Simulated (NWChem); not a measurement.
# GaH5Se (SMILES [GaH3-][SeH2+]): PBE0/def2-SVP

Aim: energy and forces of GaH5Se. The job is set up through an ASE script.

The results are computed with NWChem 7.3.0.

1 further run of the same task is left out (set aside as unsound or not needed).

## (1) Starting point

GaH5Se has 7 atoms, charge 0, and is taken as a singlet. As SMILES, `[GaH3-][SeH2+]`. The shape is that of a PBE0-D4/def2-TZVP optimisation.

Bond lengths: Ga1–Se2 2.713 Å, Ga1–H3 1.575 Å, Ga1–H4 1.575 Å, Ga1–H5 1.574 Å, Se2–H6 1.469 Å, Se2–H7 1.469 Å. Angles: Ga1–Se2–H6 97.0°, Ga1–Se2–H7 97.0°, Se2–Ga1–H3 94.5°, Se2–Ga1–H4 94.5°, Se2–Ga1–H5 98.0°, H6–Se2–H7 91.5°, H3–Ga1–H4 118.9°, H3–Ga1–H5 119.1°, H4–Ga1–H5 119.1°.

## (2) Energy and forces at PBE0/def2-SVP

Input file run.py:

```python
from ase import Atoms
from ase.calculators.nwchem import NWChem

mol = Atoms(['Ga', 'Se', 'H', 'H', 'H', 'H', 'H'], positions=[
    [-0.804600, -0.664900, -0.554200],
    [0.775800, 0.591800, 1.257700],
    [-0.367400, -2.113200, -0.115900],
    [-2.145600, -0.068500, 0.017400],
    [-0.183400, -0.039700, -1.858700],
    [2.053400, 0.356300, 0.572900],
    [0.671800, 1.938300, 0.680800],
])

calc = NWChem(
    label='m1',
    theory='dft',
    memory='2200 mb',
    basis='def2-SVP',
    basispar='spherical bse',
    dft={'xc': 'pbe0', 'mult': '1', 'grid': 'xfine', 'convergence': 'energy 1e-08', 'iterations': '100', 'mulliken': None},
)
mol.calc = calc

forces = mol.get_forces()
print("Total energy (eV):", round(mol.get_potential_energy(), 6))
print("forces (eV/A):")
for s, f in zip(mol.symbols, forces):
    print(f"{s:2s} {f[0]:10.5f} {f[1]:10.5f} {f[2]:10.5f}")
print("dipole (e A):", mol.get_dipole_moment().round(4))
```

On the command line:

```sh
export ASE_NWCHEM_COMMAND="nwchem PREFIX.nwi > PREFIX.nwo"
python run.py
```

The log of the run:

```text
Total energy (eV): -117778.988278
forces (eV/A):
Ga   -0.01111   -0.01080    0.00694
Se   -0.01856   -0.01954    0.04983
H     0.00386   -0.03008    0.00180
H    -0.02972    0.00787    0.00447
H     0.01229    0.01296   -0.03173
H     0.05528   -0.01856   -0.01815
H    -0.01198    0.05821   -0.01322
dipole (e A): [0.5104 0.4261 0.2885]
```

The calculator wrote m1.nwi:

```
title "m1"

permanent_dir m1

scratch_dir m1

start m1

geometry units angstrom nocenter noautosym noautoz
  Ga -8.0459999999999998e-01 -6.6490000000000005e-01 -5.5420000000000003e-01
  Se 7.7580000000000005e-01 5.9179999999999999e-01 1.2577000000000000e+00
  H  -3.6740000000000000e-01 -2.1132000000000000e+00 -1.1590000000000000e-01
  H  -2.1456000000000000e+00 -6.8500000000000005e-02 1.7399999999999999e-02
  H  -1.8340000000000001e-01 -3.9699999999999999e-02 -1.8587000000000000e+00
  H  2.0533999999999999e+00 3.5630000000000001e-01 5.7289999999999996e-01
  H  6.7179999999999995e-01 1.9382999999999999e+00 6.8079999999999996e-01
end

memory 2200 mb

basis spherical bse noprint
   * library def2-SVP
end

dft
  xc pbe0
  mult 1
  grid xfine
  convergence energy 1e-08
  iterations 100
  mulliken
end

task dft gradient
```

m1.nwo:

```text
Northwest Computational Chemistry Package (NWChem) 7.3.0
             --------------------------------------------------------

           Job information
           ---------------

    nwchem branch   = 7.3.0
    use scalapack   = T
    input           = m1.nwi
    prefix          = m1.
    data base       = m1/m1.db
    status          = startup
    nproc           =        1

           Memory information
           ------------------

    heap     =     72089596 doubles =      550.0 Mbytes
    stack    =     72089601 doubles =      550.0 Mbytes
    global   =    144179200 doubles =     1100.0 Mbytes (distinct from heap & stack)
    total    =    288358397 doubles =     2200.0 Mbytes
    verify   = yes
    hardfail = no

           Directory information
           ---------------------

  0 permanent = m1
  0 scratch   = m1

[... 95 lines left out ...]
  convergence criterion.
[... 17 lines left out ...]
          Convergence on gradient requested:  5.00D-04
[... 25 lines left out ...]
          Convergence aids based upon iterative change in
[... 28 lines left out ...]
 1-e energy   =   -6608.154631
[... 46 lines left out ...]
         Total DFT energy =    -4328.298020993588
[... 2 lines left out ...]
    Exchange-Corr. energy =     -163.494771845050
[... 715 lines left out ...]
          Convergence on energy requested:  1.00D-08
[... 23 lines left out ...]
          Spatial weights used:  Erf1
[... 4 lines left out ...]
          total energy or number of iterations.
[... 28 lines left out ...]
    atom               coordinates                        gradient
                 x          y          z           x          y          z
   1 Ga     -1.520474  -1.256479  -1.047286    0.000216   0.000210  -0.000135
   2 Se      1.466049   1.118340   2.376708    0.000361   0.000380  -0.000969
   3 H      -0.694285  -3.993369  -0.219019   -0.000075   0.000585  -0.000035
   4 H      -4.054596  -0.129446   0.032881    0.000578  -0.000153  -0.000087
   5 H      -0.346576  -0.075022  -3.512434   -0.000239  -0.000252   0.000617
   6 H       3.880363   0.673309   1.082624   -0.001075   0.000361   0.000353
   7 H       1.269518   3.662856   1.286525    0.000233  -0.001132   0.000257

                 ----------------------------------------
                 |  Time  |  1-e(secs)   |  2-e(secs)   |
                 ----------------------------------------
                 |  CPU   |       0.01   |       5.28   |
                 ----------------------------------------
                 |  WALL  |       0.01   |       5.28   |
                 ----------------------------------------

 Task  times  cpu:       32.5s     wall:       32.5s
 Total times  cpu:       32.5s     wall:       32.5s
```

Run time: 34 s. Hardware: 1 thread of Intel Xeon Platinum 8488C (Sapphire Rapids), shared host; peak memory 0.14 GiB.

## (3) Outcome

At PBE0/def2-SVP:

| quantity | value |
| --- | --- |
| total energy | -4328.29802 Eh |
| dipole moment | 3.48 D |
| HOMO energy | -7.83 eV |
| LUMO energy | -0.61 eV |
| HOMO–LUMO gap | 7.21 eV |
| largest force on an atom | 0.061 eV/Å |

Mulliken charges run from -0.12 on H3 to +0.15 on Ga1; they depend strongly on the basis.
